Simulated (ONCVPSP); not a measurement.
# Pseudopotential generation for zinc: ONCV, PBE

Task: generate the file, and judge it by its errors in other configurations, its logarithmic derivatives, its ghosts and its cutoff.

Method: ONCVPSP 4.0.1, PBE, non-relativistic.

## Step 1: Settings

Typed settings, in words:

- element: zinc (Zn, Z = 30)
- type: optimised norm-conserving Vanderbilt (ONCV)
- frozen core: [Ar]
- valence charge: 12
- reference configuration: 3d10 4s1 (charge +1)
- partial waves: 4s: rc 2.20 bohr, ncon 3, nbas 7, qcut 3.3 1/bohr, 3 projectors, debl 0.3 Ha; p scattering state at 0.1 Ha: rc 1.80 bohr, ncon 4, nbas 7, qcut 4.3 1/bohr, 2 projectors, debl 2 Ha; 3d: rc 0.70 bohr, ncon 4, nbas 7, qcut 13.4 1/bohr, 2 projectors, debl 2.3 Ha
- local potential: polynomial inside 0.50 bohr (lpopt 2, dvloc0 1 Ha)
- core correction: polynomial model core, fcfact 0.3

## Step 2: Generation

Zn.dat reads:

```
# ATOM AND REFERENCE CONFIGURATION
# atsym  z   nc   nv     iexc    psfile
  Zn 30.00    5    2        4      upf
#
#   n    l    f
    1    0    2.00
    2    0    2.00
    2    1    6.00
    3    0    2.00
    3    1    6.00
    3    2   10.00
    4    0    1.00
#
# PSEUDOPOTENTIAL AND OPTIMIZATION
# lmax
    2
#
#   l,   rc,      ep,       ncon, nbas, qcut
    0    2.20    0.00    3    7    3.30
    1    1.80    0.10    4    7    4.30
    2    0.70    0.00    4    7   13.40
#
# LOCAL POTENTIAL
# lloc, lpopt,  rc(5),   dvloc0
    4    2    0.50    1.00
#
# VANDERBILT-KLEINMAN-BYLANDER PROJECTORs
# l, nproj, debl
    0    3    0.30
    1    2    2.00
    2    2    2.30
#
# MODEL CORE CHARGE
# icmod, fcfact, rcfact
    1    0.30    0.00
#
# LOG DERIVATIVE ANALYSIS
# epsh1, epsh2, depsh
   -2.00    5.00    0.02
#
# OUTPUT GRID
# rlmax, drl
    6.00    0.01
#
# TEST CONFIGURATIONS
# ncnf
    4
# nvcnf
#   n    l    f
    2
    3    2   10.00
    4    0    2.00
#
    2
    3    2   10.00
    4    0    0.00
#
    2
    3    2    9.00
    4    0    0.00
#
    2
    3    2    8.00
    4    0    0.00
#
```

Command:

```bash
$ oncvpspnr.x < Zn.dat > Zn.out
```

What does the calculation give? Wanted: cutoffs for 1 and 0.1 mHa per electron, occupied waves; bound ghosts; GHOST(+) flags; largest test error; largest phase difference near zero energy, channels read; rms error of d²Exc/dn², without and with the model core; projector energies reset by the program.

**Answer**, as computed:

| quantity | value |
| --- | --- |
| cutoffs for 1 and 0.1 mHa per electron, occupied waves | 345 Ha and 448 Ha |
| bound ghosts | s at -190.57 eV |
| GHOST(+) flags | p at -0 eV, d at 5343 eV |
| largest test error (AE − PS) | -985 meV, for 3d8 4s0 |
| largest phase difference near zero energy, channels read | 0.011 rad |
| rms error of d²Exc/dn², without and with the model core | 8.85 and 4.36 mHa |
| projector energies reset by the program | s: -0.504, 0.250, 0.550 Ha; p: 0.050, 2.050 Ha |

**Reading.** A bound ghost (s) makes it unfit for use: electrons can fall into a state that the atom doesn't have. The worst unpolarised test, 3d8 4s0, is off by 985 meV on 121.1 eV; by total energies transferability rates as poor. That test lies far up in energy; among those under 40 eV, nearer to bonding, the largest error is 22 meV. By its cutoff, 345 Ha for the looser tolerance, it is very hard. At the looser tolerance the 3d wave is the slowest; 4s needs 5 Ha. Near zero energy the phases of the channels with partial waves agree within 0.011 rad. The program also flags highly localised states, GHOST(+) (p, d). These are tests on the free atom; a crystal test is still owed.
